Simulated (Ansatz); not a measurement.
# CH₅AlO₃: an energy map over angle C1–O2–Al3 and dihedral C1–O2–Al3–O4

How does the energy of CH5AlO3, SMILES C[O][Al]([OH])[OH] change over two coordinates at once? A grid of runs gives the map.

The runs use Ansatz 0.2.0; RKS SPW92 (LDA)/def2-SVP.

## Step 1: Starting geometry

SMILES `C[O][Al]([OH])[OH]`, 10 atoms, charge 0, spin multiplicity 1.

Atoms are counted from 1 here; the program's logs count them from 0.

Bond lengths: C1–O2 1.403 Å, C1–H6 1.115 Å, C1–H7 1.114 Å, C1–H8 1.115 Å, O2–Al3 1.705 Å, Al3–O4 1.712 Å, Al3–O5 1.712 Å, O4–H9 0.970 Å, O5–H10 0.970 Å. Angles: O2–C1–H6 113.4°, O2–C1–H7 110.5°, O2–C1–H8 110.9°, H6–C1–H7 107.5°, H6–C1–H8 107.3°, H7–C1–H8 107.0°, C1–O2–Al3 135.1°, O2–Al3–O4 119.9°, O2–Al3–O5 119.8°, O4–Al3–O5 120.3°, Al3–O4–H9 120.7°, Al3–O5–H10 120.9°.

Geometry (Å):

```
C    -0.6670    1.0338    1.3689
O    -0.3993   -0.1846    0.7276
Al    0.3583   -0.6421   -0.7295
O     0.4891   -2.2992   -1.1403
O     0.9886    0.5594   -1.7731
H    -0.1874    1.9095    0.8729
H    -0.3062    1.0071    2.4227
H    -1.7635    1.2314    1.4047
H     0.1393   -2.9843   -0.5496
H     1.4310    0.3178   -2.6014
```

This geometry comes from a loose relaxation at PBE in a small basis, which is not shown.

## Step 2: Geometry optimisation

Input file input.yaml:

```yaml
crystal:
  periodic: [false, false, false]
  atoms:
    - { symbol: C, position_ang: [-0.667033, 1.03382, 1.368897] }
    - { symbol: O, position_ang: [-0.399275, -0.184574, 0.727644] }
    - { symbol: Al, position_ang: [0.358322, -0.642122, -0.729548] }
    - { symbol: O, position_ang: [0.489149, -2.299229, -1.140326] }
    - { symbol: O, position_ang: [0.988589, 0.559393, -1.773103] }
    - { symbol: H, position_ang: [-0.187413, 1.909515, 0.872867] }
    - { symbol: H, position_ang: [-0.306184, 1.007119, 2.422654] }
    - { symbol: H, position_ang: [-1.763475, 1.231447, 1.404658] }
    - { symbol: H, position_ang: [0.139313, -2.984278, -0.549555] }
    - { symbol: H, position_ang: [1.431008, 0.317808, -2.601389] }
basis:
  gaussian: { orbitals: def2-SVP }
hamiltonian:
  xc: lda
output:
  forces: true
relax:
  f_tol: 0.003
  max_steps: 120
```

Run with:

```console
$ ansatz run input.yaml --threads 1 --pin off --max-ram 2560MiB --backend cpu --events-out ev --progress --plain --runs-dir out
```

Output, cut to the lines that bear on the results:

```text
Warning: RAYON_NUM_THREADS=1 ignored (pool sized by the plan → 1); use --threads N
[...]
Functional definition: SPW92
[...]
1070 factors; their error is unknown
[...]
mean field -13769.70890236 eV, -506.0274687178 hartree, gradient 4.5e-5 eV, S^2 0.000000; 0 other end points of the search recorded, 0 dependent functions left out
[...]
reference -13769.70893832 eV, -506.0274700392 hartree; 24, 24 occupied and 75, 75 virtual orbitals, 1070 factors
relax step   1: F+E_penalty+E_count = -13769.70890236 eV  Δ(F+E_penalty+E_count) = +0.000e0 eV  max|allowed force component| = 6.144e-1 eV/Å  Δτ_max = 0.0000 Å  (26 SCF iters, accepted)
[...]
relax step   4: F+E_penalty+E_count = -13769.73299354 eV  Δ(F+E_penalty+E_count) = -4.792e-4 eV  max|allowed force component| = 5.775e-2 eV/Å  Δτ_max = 0.0059 Å  (30 SCF iters, accepted)
[...]
relax step   7: F+E_penalty+E_count = -13769.73422295 eV  Δ(F+E_penalty+E_count) = -9.937e-5 eV  max|allowed force component| = 2.578e-2 eV/Å  Δτ_max = 0.0323 Å  (28 SCF iters, accepted)
[...]
relax step  10: F+E_penalty+E_count = -13769.73434285 eV  Δ(F+E_penalty+E_count) = -1.307e-5 eV  max|allowed force component| = 8.990e-3 eV/Å  Δτ_max = 0.0093 Å  (29 SCF iters, accepted)
[...]
relax step  11: F+E_penalty+E_count = -13769.73435217 eV  Δ(F+E_penalty+E_count) = -9.321e-6 eV  max|allowed force component| = 3.783e-3 eV/Å  Δτ_max = 0.0027 Å  (22 SCF iters, accepted)
[...]
relax step  12: F+E_penalty+E_count = -13769.73435711 eV  Δ(F+E_penalty+E_count) = -4.947e-6 eV  max|allowed force component| = 1.578e-3 eV/Å  Δτ_max = 0.0037 Å  (21 SCF iters, accepted)
1070 factors; their error is unknown
[...]
mean field -13769.73435711 eV, -506.0284041628 hartree, gradient 2.5e-5 eV, S^2 0.000000; 1 other end points of the search recorded, 0 dependent functions left out
[...]
reference -13769.73439276 eV, -506.0284054726 hartree; 24, 24 occupied and 75, 75 virtual orbitals, 1070 factors
Total energy: -13769.73439276 eV, -506.0284054726 hartree
Atom 0 at    -0.667344     1.021431     1.346298 Å, force    -0.000776     0.000993     0.000322 eV/Å
Atom 1 at    -0.402727    -0.178211     0.713234 Å, force    -0.001106     0.000680     0.000387 eV/Å
Atom 2 at     0.361160    -0.644627    -0.715456 Å, force     0.000569    -0.000028     0.000604 eV/Å
Atom 3 at     0.463390    -2.280912    -1.129363 Å, force     0.000056    -0.000051    -0.000069 eV/Å
Atom 4 at     1.020061     0.542697    -1.721850 Å, force    -0.000386    -0.000062     0.000299 eV/Å
Atom 5 at    -0.283303     1.912169     0.790512 Å, force    -0.000231    -0.001108     0.000723 eV/Å
Atom 6 at    -0.210922     1.049223     2.365491 Å, force     0.000389    -0.000616    -0.001578 eV/Å
Atom 7 at    -1.765634     1.170640     1.485600 Å, force     0.001197    -0.000047    -0.000385 eV/Å
Atom 8 at     0.096022    -2.987405    -0.575435 Å, force     0.000153     0.000135     0.000030 eV/Å
Atom 9 at     1.472298     0.343894    -2.556232 Å, force     0.000135     0.000103    -0.000332 eV/Å
Dipole moment:    -0.004122    -0.091326    -0.007783 e Å
```

Run time: 42 s. Hardware: 1 thread of Arm Neoverse N1, shared host; peak memory 0.12 GiB.

Step by step:

```
step  energy from step 1 (eV)  largest force component (eV/Å)
   1                   0.0000                          0.6144
   2                  -0.0173                          0.3311
   3                  -0.0236                          0.0471
   4                  -0.0241                          0.0577
   5                  -0.0250                          0.0202
   6                  -0.0252                          0.0116
   7                  -0.0253                          0.0258
   8                  -0.0254                          0.0213
   9                  -0.0254                          0.0098
  10                  -0.0254                          0.0090
  11                  -0.0254                          0.0038
  12                  -0.0255                          0.0016
```

Close pairs (by a distance rule), those that changed most:

```
  bond  before (Å)  after (Å)  change (Å)
Al3–O5       1.712      1.690      -0.022
Al3–O4       1.712      1.691      -0.021
 C1–O2       1.403      1.382      -0.021
O2–Al3       1.705      1.686      -0.019
 C1–H6       1.115      1.118      +0.003
 C1–H7       1.114      1.117      +0.003
 C1–H8       1.115      1.117      +0.002
 O4–H9       0.970      0.970      +0.000
```

## Step 3: Setting up the map

- angle C1–O2–Al3: 15 values from 100.7 to 170.7 °
- dihedral C1–O2–Al3–O4: 15 values from −180 to 156 °, periodic

Nothing else is relaxed (all other coordinates rigid). Energies count from the relaxed molecule at the same level. Points are written as (first, second).

Below, 3 of the grid's runs; all are launched alike.

## Step 4: Grid point (135.7°, 108°)

Input file input.yaml:

```yaml
crystal:
  periodic: [false, false, false]
  atoms:
    - { symbol: C, position_ang: [-0.667871, 1.020856, 1.347165] }
    - { symbol: O, position_ang: [-0.402727, -0.178211, 0.713234] }
    - { symbol: Al, position_ang: [0.36116, -0.644627, -0.715456] }
    - { symbol: O, position_ang: [1.871596, -1.40294, -0.663056] }
    - { symbol: O, position_ang: [-0.402259, -0.343476, -2.193028] }
    - { symbol: H, position_ang: [-0.284166, 1.912161, 0.792056] }
    - { symbol: H, position_ang: [-0.211516, 1.048086, 2.366403] }
    - { symbol: H, position_ang: [-1.766231, 1.169512, 1.486517] }
    - { symbol: H, position_ang: [2.337061, -1.59105, 0.166935] }
    - { symbol: H, position_ang: [-0.01921, -0.585123, -3.050415] }
basis:
  gaussian: { orbitals: def2-SVP }
hamiltonian:
  xc: lda
output:
  forces: true
```

Run with:

```console
$ ansatz run input.yaml --threads 1 --pin off --max-ram 2560MiB --backend cpu --events-out ev --progress --plain --runs-dir out
```

Output, cut to the lines that bear on the results:

```text
Warning: RAYON_NUM_THREADS=1 ignored (pool sized by the plan → 1); use --threads N
[...]
[... 1 set-up line as earlier in the session ...]
[...]
1070 factors; their error is unknown
[...]
mean field -13769.62509569 eV, -506.0243888796 hartree, gradient 3.8e-5 eV, S^2 0.000000; 0 other end points of the search recorded, 0 dependent functions left out
[...]
reference -13769.62513166 eV, -506.0243902015 hartree; 24, 24 occupied and 75, 75 virtual orbitals, 1070 factors
Total energy: -13769.62513166 eV, -506.0243902015 hartree
Atom 0 at    -0.667871     1.020856     1.347165 Å, force    -0.123973    -0.135168     0.022419 eV/Å
Atom 1 at    -0.402727    -0.178211     0.713234 Å, force     0.100190     0.129417     0.000166 eV/Å
Atom 2 at     0.361160    -0.644627    -0.715456 Å, force    -0.048262     0.020344     0.054197 eV/Å
Atom 3 at     1.871596    -1.402940    -0.663056 Å, force     0.060849    -0.094133    -0.121390 eV/Å
Atom 4 at    -0.402259    -0.343476    -2.193028 Å, force     0.034131    -0.021530     0.014226 eV/Å
Atom 5 at    -0.284166     1.912161     0.792056 Å, force    -0.035072     0.045360     0.025564 eV/Å
Atom 6 at    -0.211516     1.048086     2.366403 Å, force     0.007494     0.026071     0.013969 eV/Å
Atom 7 at    -1.766231     1.169512     1.486517 Å, force     0.008576     0.048347    -0.000963 eV/Å
Atom 8 at     2.337061    -1.591050     0.166935 Å, force    -0.021698    -0.004240     0.002298 eV/Å
Atom 9 at    -0.019210    -0.585123    -3.050415 Å, force     0.017765    -0.014470    -0.010485 eV/Å
Dipole moment:     0.247567     0.054642     0.066626 e Å
```

It took 3 s on 1 thread of Arm Neoverse N1, shared host; peak memory 0.12 GiB.

On the map this point reads 2.5 kcal/mol.

## Step 5: The run at (135.7°, −180°)

Input file input.yaml:

```yaml
crystal:
  periodic: [false, false, false]
  atoms:
    - { symbol: C, position_ang: [-0.667871, 1.020856, 1.347165] }
    - { symbol: O, position_ang: [-0.402727, -0.178211, 0.713234] }
    - { symbol: Al, position_ang: [0.36116, -0.644627, -0.715456] }
    - { symbol: O, position_ang: [0.469005, -2.281344, -1.12622] }
    - { symbol: O, position_ang: [1.014391, 0.543135, -1.725025] }
    - { symbol: H, position_ang: [-0.284166, 1.912161, 0.792056] }
    - { symbol: H, position_ang: [-0.211516, 1.048086, 2.366403] }
    - { symbol: H, position_ang: [-1.766231, 1.169512, 1.486517] }
    - { symbol: H, position_ang: [0.104956, -2.988095, -0.570434] }
    - { symbol: H, position_ang: [1.466353, 0.344354, -2.55956] }
basis:
  gaussian: { orbitals: def2-SVP }
hamiltonian:
  xc: lda
output:
  forces: true
```

Run with:

```console
$ ansatz run input.yaml --threads 1 --pin off --max-ram 2560MiB --backend cpu --events-out ev --progress --plain --runs-dir out
```

Output, cut to the lines that bear on the results:

```text
Warning: RAYON_NUM_THREADS=1 ignored (pool sized by the plan → 1); use --threads N
[...]
[... 1 set-up line as earlier in the session ...]
[...]
1070 factors; their error is unknown
[...]
mean field -13769.73435711 eV, -506.0284041625 hartree, gradient 5.2e-5 eV, S^2 0.000000; 0 other end points of the search recorded, 0 dependent functions left out
[...]
reference -13769.73439276 eV, -506.0284054726 hartree; 24, 24 occupied and 75, 75 virtual orbitals, 1070 factors
Total energy: -13769.73439276 eV, -506.0284054726 hartree
Atom 0 at    -0.667871     1.020856     1.347165 Å, force    -0.000949     0.000114    -0.000972 eV/Å
Atom 1 at    -0.402727    -0.178211     0.713234 Å, force     0.000011     0.000704     0.001045 eV/Å
Atom 2 at     0.361160    -0.644627    -0.715456 Å, force    -0.000190     0.001152     0.001716 eV/Å
Atom 3 at     0.469005    -2.281344    -1.126220 Å, force    -0.000366    -0.000035    -0.000315 eV/Å
Atom 4 at     1.014391     0.543135    -1.725025 Å, force    -0.000192    -0.000184     0.000198 eV/Å
Atom 5 at    -0.284166     1.912161     0.792056 Å, force    -0.000546    -0.001213     0.000545 eV/Å
Atom 6 at    -0.211516     1.048086     2.366403 Å, force     0.000445    -0.000803    -0.001546 eV/Å
Atom 7 at    -1.766231     1.169512     1.486517 Å, force     0.001322     0.000064    -0.000427 eV/Å
Atom 8 at     0.104956    -2.988095    -0.570434 Å, force     0.000193     0.000137     0.000062 eV/Å
Atom 9 at     1.466353     0.344354    -2.559560 Å, force     0.000272     0.000066    -0.000306 eV/Å
Dipole moment:    -0.003265    -0.091477    -0.007012 e Å
```

It took 3 s on 1 thread of Arm Neoverse N1, shared host; peak memory 0.12 GiB.

That is 0.0 kcal/mol from the zero.

## Step 6: The run at (145.7°, 132°)

Input file input.yaml:

```yaml
crystal:
  periodic: [false, false, false]
  atoms:
    - { symbol: C, position_ang: [-0.772354, 0.884335, 1.515919] }
    - { symbol: O, position_ang: [-0.402727, -0.178211, 0.713234] }
    - { symbol: Al, position_ang: [0.36116, -0.644627, -0.715456] }
    - { symbol: O, position_ang: [1.507024, -1.887987, -0.699633] }
    - { symbol: O, position_ang: [-0.033953, 0.146253, -2.155982] }
    - { symbol: H, position_ang: [-0.463508, 1.878499, 1.108422] }
    - { symbol: H, position_ang: [-0.324899, 0.79469, 2.535524] }
    - { symbol: H, position_ang: [-1.880054, 0.917676, 1.656634] }
    - { symbol: H, position_ang: [1.75676, -2.362702, 0.108579] }
    - { symbol: H, position_ang: [0.367048, -0.07165, -3.011522] }
basis:
  gaussian: { orbitals: def2-SVP }
hamiltonian:
  xc: lda
output:
  forces: true
```

Run with:

```console
$ ansatz run input.yaml --threads 1 --pin off --max-ram 2560MiB --backend cpu --events-out ev --progress --plain --runs-dir out
```

Output, cut to the lines that bear on the results:

```text
Warning: RAYON_NUM_THREADS=1 ignored (pool sized by the plan → 1); use --threads N
[...]
[... 1 set-up line as earlier in the session ...]
[...]
1070 factors; their error is unknown
[...]
mean field -13769.67993297 eV, -506.0264041125 hartree, gradient 4.8e-5 eV, S^2 0.000000; 0 other end points of the search recorded, 0 dependent functions left out
[...]
reference -13769.67996901 eV, -506.0264054369 hartree; 24, 24 occupied and 75, 75 virtual orbitals, 1070 factors
Total energy: -13769.67996901 eV, -506.0264054369 hartree
Atom 0 at    -0.772354     0.884335     1.515919 Å, force    -0.013134    -0.234486    -0.184289 eV/Å
Atom 1 at    -0.402727    -0.178211     0.713234 Å, force     0.159007     0.118999     0.014051 eV/Å
Atom 2 at     0.361160    -0.644627    -0.715456 Å, force    -0.161602     0.197190     0.277671 eV/Å
Atom 3 at     1.507024    -1.887987    -0.699633 Å, force     0.000842    -0.069339    -0.075439 eV/Å
Atom 4 at    -0.033953     0.146253    -2.155982 Å, force     0.021903    -0.028460    -0.016044 eV/Å
Atom 5 at    -0.463508     1.878499     1.108422 Å, force    -0.026469    -0.015082    -0.009970 eV/Å
Atom 6 at    -0.324899     0.794690     2.535524 Å, force     0.010381     0.004621     0.006633 eV/Å
Atom 7 at    -1.880054     0.917676     1.656634 Å, force     0.008249     0.030390    -0.005557 eV/Å
Atom 8 at     1.756760    -2.362702     0.108579 Å, force    -0.012159     0.008572    -0.001868 eV/Å
Atom 9 at     0.367048    -0.071650    -3.011522 Å, force     0.012980    -0.012406    -0.005189 eV/Å
Dipole moment:     0.156853    -0.043672     0.106336 e Å
```

Run time: 2.9 s. Hardware: 1 thread of Arm Neoverse N1, shared host; peak memory 0.12 GiB.

On the map this point reads 1.3 kcal/mol.

## Step 7: All points together

225 points were computed. Energies in kcal/mol, from the relaxed molecule at the same level:

| dihedral C1–O2–Al3–O4 (°) ↓, angle C1–O2–Al3 (°) → | 100.7 | 105.7 | 110.7 | 115.7 | 120.7 | 125.7 | 130.7 | 135.7 | 140.7 | 145.7 | 150.7 | 155.7 | 160.7 | 165.7 | 170.7 |
| --- | --- | --- | --- | --- | --- | --- | --- | --- | --- | --- | --- | --- | --- | --- | --- |
| 156 | 8.1 | 5.2 | 3.3 | 2.1 | 1.4 | 0.9 | 0.6 | 0.4 | 0.4 | 0.5 | 0.7 | 1.0 | 1.2 | 1.5 | 1.8 |
| 132 | 7.6 | 5.8 | 4.5 | 3.5 | 2.8 | 2.2 | 1.7 | 1.5 | 1.3 | 1.3 | 1.3 | 1.4 | 1.6 | 1.7 | 1.9 |
| 108 | 8.1 | 6.8 | 5.8 | 4.9 | 4.2 | 3.5 | 2.9 | 2.5 | 2.2 | 2.0 | 1.9 | 1.9 | 2.0 | 2.0 | 2.1 |
| 84 | 8.7 | 7.5 | 6.5 | 5.6 | 4.8 | 4.1 | 3.6 | 3.1 | 2.8 | 2.5 | 2.4 | 2.3 | 2.2 | 2.2 | 2.2 |
| 60 | 8.6 | 7.1 | 6.0 | 5.1 | 4.4 | 3.9 | 3.4 | 3.0 | 2.8 | 2.6 | 2.5 | 2.4 | 2.4 | 2.3 | 2.3 |
| 36 | 9.7 | 6.9 | 5.1 | 4.1 | 3.4 | 2.9 | 2.6 | 2.4 | 2.3 | 2.3 | 2.3 | 2.3 | 2.3 | 2.3 | 2.3 |
| 12 | 13.9 | 8.5 | 5.4 | 3.6 | 2.7 | 2.2 | 2.0 | 1.9 | 1.9 | 2.0 | 2.1 | 2.2 | 2.3 | 2.3 | 2.3 |
| −12 | 13.8 | 8.5 | 5.3 | 3.6 | 2.7 | 2.2 | 2.0 | 1.9 | 2.0 | 2.0 | 2.1 | 2.2 | 2.3 | 2.3 | 2.3 |
| −36 | 9.7 | 6.9 | 5.2 | 4.1 | 3.4 | 2.9 | 2.6 | 2.5 | 2.3 | 2.3 | 2.3 | 2.3 | 2.3 | 2.3 | 2.3 |
| −60 | 8.7 | 7.1 | 6.0 | 5.2 | 4.5 | 3.9 | 3.4 | 3.0 | 2.8 | 2.6 | 2.5 | 2.4 | 2.4 | 2.3 | 2.3 |
| −84 | 8.7 | 7.5 | 6.5 | 5.6 | 4.8 | 4.1 | 3.6 | 3.1 | 2.8 | 2.5 | 2.4 | 2.3 | 2.2 | 2.2 | 2.2 |
| −108 | 8.1 | 6.8 | 5.8 | 4.9 | 4.2 | 3.5 | 2.9 | 2.5 | 2.2 | 2.0 | 1.9 | 1.9 | 2.0 | 2.0 | 2.1 |
| −132 | 7.6 | 5.8 | 4.5 | 3.5 | 2.8 | 2.2 | 1.7 | 1.5 | 1.3 | 1.3 | 1.3 | 1.4 | 1.6 | 1.7 | 1.9 |
| −156 | 8.1 | 5.2 | 3.3 | 2.1 | 1.4 | 0.9 | 0.6 | 0.4 | 0.4 | 0.5 | 0.7 | 1.0 | 1.2 | 1.5 | 1.8 |
| −180 | 8.6 | 5.0 | 2.9 | 1.5 | 0.8 | 0.3 | 0.1 | 0.0 | 0.1 | 0.2 | 0.5 | 0.8 | 1.1 | 1.4 | 1.7 |

On the same grid, dipole moment (D):

```tsv
dihedral C1–O2–Al3–O4 (°) ↓, angle C1–O2–Al3 (°) →	100.7	105.7	110.7	115.7	120.7	125.7	130.7	135.7	140.7	145.7	150.7	155.7	160.7	165.7	170.7
156	1.07	0.96	0.87	0.78	0.71	0.65	0.62	0.61	0.63	0.69	0.76	0.85	0.94	1.04	1.14
132	1.23	1.18	1.13	1.08	1.04	0.99	0.95	0.93	0.92	0.93	0.96	1.00	1.05	1.11	1.18
108	1.56	1.51	1.47	1.42	1.38	1.34	1.30	1.26	1.23	1.21	1.20	1.20	1.21	1.23	1.25
84	1.91	1.85	1.79	1.74	1.70	1.65	1.60	1.55	1.51	1.46	1.43	1.40	1.37	1.35	1.33
60	2.16	2.10	2.04	1.99	1.94	1.89	1.83	1.78	1.72	1.67	1.61	1.56	1.51	1.45	1.40
36	2.28	2.21	2.16	2.11	2.06	2.02	1.97	1.91	1.85	1.79	1.73	1.66	1.59	1.52	1.44
12	2.30	2.23	2.18	2.14	2.10	2.05	2.01	1.96	1.91	1.85	1.78	1.71	1.63	1.55	1.46
−12	2.30	2.23	2.18	2.14	2.10	2.06	2.01	1.96	1.91	1.85	1.78	1.71	1.63	1.55	1.46
−36	2.28	2.22	2.16	2.11	2.07	2.02	1.97	1.91	1.86	1.79	1.73	1.66	1.59	1.52	1.45
−60	2.16	2.10	2.04	1.99	1.94	1.89	1.83	1.78	1.72	1.67	1.61	1.56	1.51	1.45	1.40
−84	1.91	1.85	1.80	1.75	1.70	1.65	1.60	1.55	1.51	1.47	1.43	1.40	1.37	1.35	1.33
−108	1.56	1.51	1.47	1.43	1.38	1.34	1.30	1.26	1.23	1.21	1.20	1.20	1.21	1.23	1.25
−132	1.23	1.18	1.13	1.09	1.04	0.99	0.96	0.93	0.93	0.94	0.96	1.00	1.06	1.11	1.18
−156	1.07	0.96	0.87	0.78	0.71	0.65	0.62	0.61	0.64	0.69	0.76	0.85	0.94	1.04	1.14
−180	1.06	0.90	0.77	0.65	0.55	0.48	0.43	0.44	0.49	0.58	0.68	0.79	0.90	1.02	1.13
```

## Step 8: Outcome

```
               quantity                                                                        value
           lowest point                                                (135.7°, −180°), 0.0 kcal/mol
 highest computed point                                (100.7°, 12°), 13.9 kcal/mol above the lowest
      dipole moment (D)  0.43 at (130.7°, −180°) to 2.30 at (100.7°, −12°); 0.44 at the lowest point
time for the whole task                                              13 min on 1 thread, shared host
```

In words: The lowest computed point is at (135.7°, −180°), which is the relaxed molecule at the same level itself. There is a further well near (135.7°, 12°) (1.9 kcal/mol above the lowest at that grid point). The highest computed point, (100.7°, 12°), lies 13.9 kcal/mol above the lowest. Round the minimum the two coordinates are nearly uncoupled.
